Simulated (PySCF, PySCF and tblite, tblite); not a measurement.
**3-acetyl-1-fluorobenzene (C₈H₇FO): conformers and averaged spectra**

Which conformers does 3-acetyl-1-fluorobenzene (C₈H₇FO) (`CC(=O)c1cccc(F)c1`) populate, and what do their averaged NMR parameters look like?

Programs: PySCF 2.14.0 with density-fitted response routines of our own, and tblite 0.8.0. All values are computed, except where a source is named. Atoms count from 0 throughout.

## 1. The molecule as given

17 atoms, charge 0, multiplicity 1; geometry from: MMFF94s geometry.

Bonds of the start (Å): C0–C1 1.50, C0–H10 1.09, C0–H11 1.09, C0–H12 1.11, C1–C3 1.50, C1–O2 1.22, C3–C4 1.40, C3–C9 1.40, C4–C5 1.39, C4–H13 1.09, C5–C6 1.39, C5–H14 1.10, C6–C7 1.39, C6–H15 1.08, C7–C9 1.40, C7–F8 1.35, C9–H16 1.08.

## 2. GFN2-xTB relaxation, conformer 1

The job: settings as JSON, then the geometry in Å.

```
{"job": {"xc": "GFN2-xTB", "basis": "xTB", "kind": "relax"}, "charge": 0, "multiplicity": 1}
C     -2.643000    -0.636100     0.169900
C     -1.727400     0.554100     0.245400
O     -2.148700     1.690400     0.366700
C     -0.249400     0.325500     0.197000
C      0.605500     1.427300     0.292500
C      1.988700     1.262900     0.240300
C      2.534300    -0.011100     0.117300
C      1.689300    -1.106600     0.046900
F      2.209600    -2.342700    -0.073500
C      0.295600    -0.963000     0.087700
H     -2.485000    -1.310900     1.011200
H     -2.521600    -1.156200    -0.779600
H     -3.691800    -0.279800     0.232200
H      0.197500     2.431800     0.377900
H      2.643700     2.139200     0.307400
H      3.605800    -0.161300     0.098900
H     -0.310400    -1.851500     0.021100
```

On the command line:

```console
> OMP_NUM_THREADS=1 python ens_run.py task.json out
```

One launch serves the whole session.

Standard output:

```text
step      E/eV     max force
  0    -802.03182    0.948
  1    -802.05874    0.735
  2    -802.06976    0.262
  3    -802.07613    0.217
  4    -802.07995    0.140
  5    -802.08143    0.099
  6    -802.08275    0.114
  7    -802.08397    0.097
  8    -802.08479    0.078
  9    -802.08543    0.063
 10    -802.08601    0.069
 11    -802.08651    0.065
 12    -802.08685    0.040
 13    -802.08685    0.040
 14    -802.08697    0.032
 15    -802.08712    0.042
 16    -802.08717    0.036
 17    -802.08725    0.035
 18    -802.08731    0.022
 19    -802.08735    0.014
 20    -802.08741    0.020
 21    -802.08746    0.023
 22    -802.08750    0.014
 23    -802.08753    0.013
 24    -802.08757    0.016
 25    -802.08761    0.022
 26    -802.08764    0.018
 27    -802.08767    0.013
 28    -802.08768    0.012
 29    -802.08770    0.013
 30    -802.08771    0.009
 31    -802.08772    0.006
 32    -802.08772    0.006
 33    -802.08773    0.006
 34    -802.08773    0.006
 35    -802.08774    0.004
 36    -802.08774    0.005
 37    -802.08774    0.004
 38    -802.08774    0.004
 39    -802.08774    0.002
```

Run time: 0.26 s. Hardware: 1 thread of Arm Neoverse V1, shared host.

Gain 0.056 eV; displacement 0.03 Å root mean square.

**GFN2-xTB relaxation, conformer 2**

The job: settings as JSON, then the geometry in Å.

```
{"job": {"xc": "GFN2-xTB", "basis": "xTB", "kind": "relax"}, "charge": 0, "multiplicity": 1}
C      2.731000     0.220600     0.079900
C      1.600000    -0.749100     0.326300
O      1.845300    -1.900800     0.726200
C      0.194200    -0.309600     0.104400
C     -0.128900     0.973300    -0.320100
C     -1.469300     1.338800    -0.525600
C     -2.479400     0.420200    -0.283500
C     -2.148400    -0.857100     0.160900
F     -3.128900    -1.748400     0.390300
C     -0.835800    -1.239000     0.359400
H      2.624600     1.087100     0.739900
H      2.721600     0.527200    -0.966600
H      3.674700    -0.260900     0.304200
H      0.644700     1.716400    -0.528800
H     -1.715400     2.350600    -0.862600
H     -3.524700     0.685900    -0.414400
H     -0.612300    -2.242900     0.700100
```

Standard output:

```text
step      E/eV     max force
  0    -801.99161    2.310
  1    -802.01326    2.557
  2    -802.05509    0.276
  3    -802.06030    0.175
  4    -802.06742    0.120
  5    -802.06833    0.084
  6    -802.06946    0.088
  7    -802.07015    0.083
  8    -802.07082    0.056
  9    -802.07128    0.053
 10    -802.07168    0.047
 11    -802.07204    0.045
 12    -802.07230    0.037
 13    -802.07230    0.037
 14    -802.07240    0.026
 15    -802.07250    0.033
 16    -802.07255    0.029
 17    -802.07261    0.029
 18    -802.07267    0.019
 19    -802.07270    0.017
 20    -802.07277    0.020
 21    -802.07281    0.020
 22    -802.07285    0.013
 23    -802.07288    0.016
 24    -802.07292    0.021
 25    -802.07295    0.019
 26    -802.07298    0.015
 27    -802.07300    0.013
 28    -802.07302    0.015
 29    -802.07303    0.013
 30    -802.07304    0.008
 31    -802.07305    0.006
 32    -802.07305    0.007
 33    -802.07306    0.006
 34    -802.07306    0.004
 35    -802.07306    0.004
```

Run time: 0.21 s. Hardware: 1 thread of Arm Neoverse V1, shared host.

Relaxing gained 0.081 eV and moved the atoms by 0.03 Å on average (rms).

## 3. Shieldings, conformer 1: PBE0/pcSseg-1

The job: settings as JSON, then the geometry in Å.

```
{"job": {"xc": "PBE0", "basis": "pcSseg-1", "kind": "nmr", "pop": true}, "charge": 0, "multiplicity": 1}
C     -2.628393    -0.621916     0.172596
C     -1.719107     0.577132     0.256920
O     -2.152269     1.701568     0.361562
C     -0.251901     0.319608     0.205793
C      0.604610     1.418524     0.284062
C      1.976080     1.255302     0.243718
C      2.522388    -0.011669     0.124159
C      1.664264    -1.094866     0.046864
F      2.186286    -2.333566    -0.069980
C      0.290582    -0.957744     0.084959
H     -2.427630    -1.303281     0.996430
H     -2.466328    -1.149509    -0.764814
H     -3.662361    -0.290711     0.224132
H      0.164521     2.399807     0.377160
H      2.626065     2.114505     0.305357
H      3.588711    -0.169562     0.090226
H     -0.322517    -1.841592     0.020139
```

Standard output:

```text
coarse grid: 15200 points
cycle   1  E = -483.3055381506  dE =  1.843e+00  |g| = 8.871e-01  |ddm| = 4.122e+00
cycle   2  E = -482.8779759159  dE =  4.276e-01  |g| = 1.725e+00  |ddm| = 3.613e+00
cycle   3  E = -483.4513282965  dE = -5.734e-01  |g| = 2.246e-01  |ddm| = 2.894e+00
cycle   4  E = -483.4613835824  dE = -1.006e-02  |g| = 7.430e-02  |ddm| = 2.772e-01
cycle   5  E = -483.4622934742  dE = -9.099e-04  |g| = 2.876e-02  |ddm| = 8.518e-02
cycle   6  E = -483.4624911958  dE = -1.977e-04  |g| = 7.242e-03  |ddm| = 3.080e-02
cycle   7  E = -483.4625026790  dE = -1.148e-05  |g| = 2.715e-03  |ddm| = 8.524e-03
cycle   8  E = -483.4625044396  dE = -1.761e-06  |g| = 5.954e-04  |ddm| = 3.621e-03
final grid: 150080 points
cycle   9  E = -483.5385064485  dE = -4.169e-05  |g| = 1.257e-02  |ddm| = 6.887e-02
cycle  10  E = -483.5384326879  dE =  7.376e-05  |g| = 2.350e-02  |ddm| = 3.670e-02
cycle  11  E = -483.5385378918  dE = -1.052e-04  |g| = 2.751e-03  |ddm| = 2.676e-02
cycle  12  E = -483.5385394230  dE = -1.531e-06  |g| = 5.095e-04  |ddm| = 3.057e-03
cycle  13  E = -483.5385394624  dE = -3.935e-08  |g| = 2.052e-04  |ddm| = 6.501e-04
cycle  14  E = -483.5385394709  dE = -8.521e-09  |g| = 5.088e-05  |ddm| = 2.476e-04
cycle  15  E = -483.5385394715  dE = -5.707e-10  |g| = 2.308e-05  |ddm| = 6.867e-05
converged SCF energy = -483.5385394715

GIAO shielding tensors (ppm)
atom      isotropic    diamagn.    paramagn.     s11        s22        s33       span
  0 C      158.375     253.522     -95.147    141.472    145.905    187.748     46.276
  1 C      -12.432     244.646    -257.078   -103.450    -32.795     98.949    202.399
  2 O     -318.753     400.327    -719.080   -910.985   -399.137    353.864   1264.849
  3 C       44.881     264.598    -219.717    -44.154     20.886    157.911    202.066
  4 C       56.451     250.043    -193.591    -47.341     28.365    188.331    235.672
  5 C       51.014     256.792    -205.778    -56.153     33.128    176.066    232.220
  6 C       60.653     257.535    -196.882    -28.340     42.334    167.966    196.306
  7 C       14.338     252.320    -237.983    -72.096     31.666     83.443    155.539
  8 F      286.142     477.388    -191.246    207.485    301.658    349.283    141.798
  9 C       65.225     254.172    -188.948    -10.901     41.287    165.287    176.188
 10 H       28.934      30.137      -1.202     24.880     29.643     32.280      7.400
 11 H       28.937      30.578      -1.641     24.895     29.621     32.295      7.400
 12 H       29.313      27.469       1.844     25.430     27.955     34.555      9.125
 13 H       23.282      33.348     -10.066     18.723     24.005     27.117      8.394
 14 H       23.918      30.250      -6.332     20.341     24.668     26.744      6.403
 15 H       24.170      29.210      -5.040     20.806     24.383     27.321      6.515
 16 H       23.985      33.606      -9.621     19.910     22.950     29.096      9.186
```

Wall time 32 s (1 thread of Arm Neoverse V1, shared host); peak memory 1.1 GiB.

This run: HOMO -7.56 eV, LUMO -1.90 eV; dipole 1.51 D.

## 4. Shieldings, conformer 2: PBE0/pcSseg-1

The job: settings as JSON, then the geometry in Å.

```
{"job": {"xc": "PBE0", "basis": "pcSseg-1", "kind": "nmr", "pop": false}, "charge": 0, "multiplicity": 1}
C      2.700662     0.218122     0.082174
C      1.597403    -0.775783     0.342305
O      1.828305    -1.900505     0.721336
C      0.198991    -0.312667     0.112048
C     -0.125494     0.970418    -0.325437
C     -1.447889     1.330194    -0.517011
C     -2.467972     0.424955    -0.278042
C     -2.134583    -0.846896     0.156160
F     -3.120950    -1.733825     0.390923
C     -0.824387    -1.228820     0.354022
H      2.577940     1.089896     0.721039
H      2.677812     0.538756    -0.957024
H      3.658785    -0.249858     0.292730
H      0.647354     1.696444    -0.519647
H     -1.689499     2.326170    -0.856079
H     -3.503563     0.689342    -0.421999
H     -0.579913    -2.223915     0.692592
```

Standard output:

```text
coarse grid: 15200 points
cycle   1  E = -483.3078239182  dE =  1.841e+00  |g| = 8.838e-01  |ddm| = 4.115e+00
cycle   2  E = -482.9049484074  dE =  4.029e-01  |g| = 1.696e+00  |ddm| = 3.633e+00
cycle   3  E = -483.4519382531  dE = -5.470e-01  |g| = 2.239e-01  |ddm| = 2.895e+00
cycle   4  E = -483.4616643261  dE = -9.726e-03  |g| = 7.855e-02  |ddm| = 2.736e-01
cycle   5  E = -483.4626973839  dE = -1.033e-03  |g| = 3.387e-02  |ddm| = 9.864e-02
cycle   6  E = -483.4629969295  dE = -2.995e-04  |g| = 6.381e-03  |ddm| = 3.640e-02
cycle   7  E = -483.4630055568  dE = -8.627e-06  |g| = 2.426e-03  |ddm| = 7.426e-03
final grid: 150080 points
cycle   8  E = -483.5386496941  dE = -3.392e-05  |g| = 1.375e-02  |ddm| = 6.346e-02
cycle   9  E = -483.5385552031  dE =  9.449e-05  |g| = 2.629e-02  |ddm| = 4.107e-02
cycle  10  E = -483.5386869348  dE = -1.317e-04  |g| = 2.558e-03  |ddm| = 3.001e-02
cycle  11  E = -483.5386883049  dE = -1.370e-06  |g| = 5.387e-04  |ddm| = 2.846e-03
cycle  12  E = -483.5386883617  dE = -5.677e-08  |g| = 2.238e-04  |ddm| = 6.841e-04
cycle  13  E = -483.5386883736  dE = -1.193e-08  |g| = 5.023e-05  |ddm| = 2.589e-04
cycle  14  E = -483.5386883742  dE = -5.489e-10  |g| = 1.968e-05  |ddm| = 6.721e-05
converged SCF energy = -483.5386883742

GIAO shielding tensors (ppm)
atom      isotropic    diamagn.    paramagn.     s11        s22        s33       span
  0 C      158.060     253.543     -95.484    141.091    145.528    187.560     46.469
  1 C      -12.244     244.739    -256.984   -102.817    -33.049     99.133    201.950
  2 O     -316.102     400.545    -716.647   -905.409   -397.009    354.112   1259.521
  3 C       43.993     264.790    -220.797    -45.227     20.186    157.020    202.247
  4 C       57.388     253.142    -195.754    -39.603     35.180    176.588    216.190
  5 C       51.767     255.542    -203.776    -55.679     35.982    174.998    230.677
  6 C       60.594     257.260    -196.666    -27.817     41.814    167.785    195.602
  7 C       13.373     255.591    -242.218    -72.266     30.521     81.865    154.131
  8 F      285.269     477.756    -192.487    203.651    296.457    355.699    152.048
  9 C       64.550     251.225    -186.675    -19.295     36.562    176.383    195.677
 10 H       28.917      30.520      -1.603     24.947     29.434     32.370      7.423
 11 H       28.921      30.498      -1.577     24.964     29.409     32.390      7.425
 12 H       29.297      27.563       1.734     25.431     27.991     34.470      9.039
 13 H       23.911      34.507     -10.596     20.040     23.211     28.481      8.441
 14 H       24.002      30.742      -6.740     20.462     24.618     26.925      6.463
 15 H       24.202      29.045      -4.843     20.841     24.505     27.259      6.418
 16 H       23.369      32.379      -9.009     18.552     23.931     27.625      9.074
```

It took 29 s on 1 thread of Arm Neoverse V1, shared host; peak memory 1 GiB.

This run: HOMO -7.59 eV, LUMO -1.90 eV; dipole 3.89 D.

[end of part 1 of 2]
